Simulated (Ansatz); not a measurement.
Born–Oppenheimer molecular dynamics of a periodic cell of 16 atoms, Li (start crystal Li, start structure bcc, volume 1.05 times the crystal's). It starts from a structure without forces on its atoms.

Computed with DFT PBE, scalar-relativistic, plane waves, PAW (Ansatz). Settings: accuracy low, cutoff 420 eV, k mesh 2x2x2, fermi-dirac smearing 0.16 eV, no spin polarisation.

- ensemble: NVT, Langevin thermostat
- time step: 1 fs
- steps asked: 250
- set temperature: 1800 K
- friction: 0.02 /fs
- seed: 78919

First frame:

```xyz
16
Lattice="7.0944 0.0000 0.0000 0.0000 7.0944 0.0000 0.0000 0.0000 7.0944" Properties=species:S:1:pos:R:3
Li 0.000 0.000 0.000
Li 3.547 0.000 0.000
Li 0.000 3.547 0.000
Li 0.000 0.000 3.547
Li 1.774 1.774 1.774
Li 3.547 3.547 0.000
Li 3.547 0.000 3.547
Li 5.321 1.774 1.774
Li 0.000 3.547 3.547
Li 1.774 5.321 1.774
Li 1.774 1.774 5.321
Li 3.547 3.547 3.547
Li 5.321 5.321 1.774
Li 5.321 1.774 5.321
Li 1.774 5.321 5.321
Li 5.321 5.321 5.321
```

Question: What does the run give?

Answer: All steps were run.

| Item | Value |
| --- | --- |
| steps done | 250 |
| time covered | 250 fs |
| mean temperature over the second half | 1970 K |
| spread of the potential energy over the second half | 31.7 meV per atom |
| mean potential energy of the second half above the start | 209.2 meV per atom |

A run of 0.25 ps of so small a system gives no equilibrium averages. Limits of this set-up: coarse k mesh, low accuracy level.

Question: What happens to the structure?

Answer: Mean squared displacements from the first frame to the last, about the centre of mass: Li 2.50 Å². Another seed would give other details.

Question: How do temperature and energy run in time?

Answer: 
```json
{"time (fs)": "0.0", "T (K)": "1688", "potential energy less start (eV)": "0.000"}
{"time (fs)": "20.0", "T (K)": "837", "potential energy less start (eV)": "1.027"}
{"time (fs)": "40.0", "T (K)": "1422", "potential energy less start (eV)": "2.107"}
{"time (fs)": "60.0", "T (K)": "1079", "potential energy less start (eV)": "2.814"}
{"time (fs)": "80.0", "T (K)": "1981", "potential energy less start (eV)": "2.642"}
{"time (fs)": "100.0", "T (K)": "1785", "potential energy less start (eV)": "3.497"}
{"time (fs)": "120.0", "T (K)": "1929", "potential energy less start (eV)": "4.586"}
{"time (fs)": "140.0", "T (K)": "1941", "potential energy less start (eV)": "3.247"}
{"time (fs)": "160.0", "T (K)": "1658", "potential energy less start (eV)": "3.060"}
{"time (fs)": "180.0", "T (K)": "1308", "potential energy less start (eV)": "3.465"}
{"time (fs)": "200.0", "T (K)": "3282", "potential energy less start (eV)": "2.410"}
{"time (fs)": "220.0", "T (K)": "1940", "potential energy less start (eV)": "3.426"}
{"time (fs)": "240.0", "T (K)": "2111", "potential energy less start (eV)": "4.056"}
```

Time of the run: 14 min on 1 thread of Arm Neoverse V2, on a shared host, peak memory 0.53 GiB.
